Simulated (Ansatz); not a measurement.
**CH3NSiTe: how energies converge with the basis set**

Aim: see how fast density functionals converge with the basis set for CH3NSiTe.

Computed with Ansatz 0.2.0, Gaussian basis. Level: one geometry, several basis sets.

Levels to be run: PBE0-D4/def2-SVP; ωB97M-V/def2-SVP; PBE0-D4/def2-QZVPP; ωB97M-V/def2-QZVPP; the functionals' def2-TZVPP values are taken from earlier runs.

### 1 Structure used throughout

All runs share one geometry, relaxed beforehand with PBE0-D4 in a triple-zeta def2 set. Te takes the def2 core potential; no spin-orbit term is included.

7 atoms, charge 0, spin multiplicity 1.

Atoms are counted from 1 here; the program's logs count them from 0.

Bond lengths: C1–N2 1.265 Å, C1–Te4 2.175 Å, C1–H5 1.094 Å, N2–Si3 1.763 Å, Si3–Te4 2.509 Å, Si3–H6 1.482 Å, Si3–H7 1.482 Å. Angles: N2–C1–Te4 115.4°, N2–C1–H5 124.6°, Te4–C1–H5 120.0°, C1–N2–Si3 99.8°, N2–Si3–Te4 85.4°, N2–Si3–H6 112.9°, N2–Si3–H7 112.9°, Te4–Si3–H6 116.3°, Te4–Si3–H7 116.3°, H6–Si3–H7 110.8°, C1–Te4–Si3 59.4°.

### 2 PBE0-D4 in def2-SVP

Contents of in.yaml:

```yaml
crystal:
  periodic: [false, false, false]
  atoms:
    - {symbol: C, position_ang: [-0.779129, -0.346312, -1.013499]}
    - {symbol: N, position_ang: [0.482817, -0.263038, -0.985963]}
    - {symbol: Si, position_ang: [0.714541, 0.232732, 0.690110]}
    - {symbol: Te, position_ang: [-1.787169, 0.130411, 0.853966]}
    - {symbol: H, position_ang: [-1.364194, -0.633940, -1.892558]}
    - {symbol: H, position_ang: [1.327221, 1.576434, 0.814466]}
    - {symbol: H, position_ang: [1.467115, -0.764287, 1.487578]}
basis:
  gaussian: {orbitals: def2-SVP}
hamiltonian: {xc: pbe0, dispersion: d4}
output: {orbitals: {seedname: orbitals}}
```

The runs that follow: ωB97M-V in def2-SVP; PBE0-D4 in def2-QZVPP; ωB97M-V in def2-QZVPP.

Q: Predict the results of all the runs planned. Wanted: PBE0-D4: double and triple zeta above quadruple; ωB97M-V: double and triple zeta above quadruple.

The runs gave:

```
                                       quantity          value
PBE0-D4: double and triple zeta above quadruple  6.57, 0.46 eV
ωB97M-V: double and triple zeta above quadruple  6.68, 0.43 eV
```

**Reading.** PBE0-D4 gains 6.12 eV from double to triple zeta, then 0.46 eV more. Total energies overstate the basis error of differences, where much of it tends to cancel.
